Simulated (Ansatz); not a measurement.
# Pt in Ansatz: the effect of functional

Pt, a sheet with vacuum:

```
CELL_PARAMETERS angstrom
2.52308 0.00000 0.00000
0.00000 2.52308 0.00000
0.00000 0.00000 23.80000
ATOMIC_POSITIONS crystal
Pt 0.00000 0.00000 0.29412
```

The cell was built by a generator and needn't be a form met in nature.

Alike in all runs:

| Item | Value |
| --- | --- |
| Program | Ansatz 0.2.0 |
| Task | work function |
| Potentials or basis | all-electron LAPW, scalar-relativistic |
| Cutoff | 314 eV (chosen from the basis error) |
| Basis error allowed | 0.002 eV/atom |
| k mesh | 10 × 10 × 1 |
| Occupations | fermi-dirac, width 0.05 eV |
| Spin | no spin polarisation |

| functional | work function (eV) |
| --- | --- |
| PBE | ? |
| LDA | 6.63 |
| PBEsol | 6.39 |

Task: What does the run with functional PBE give?

Result: Work function 6.26 eV.
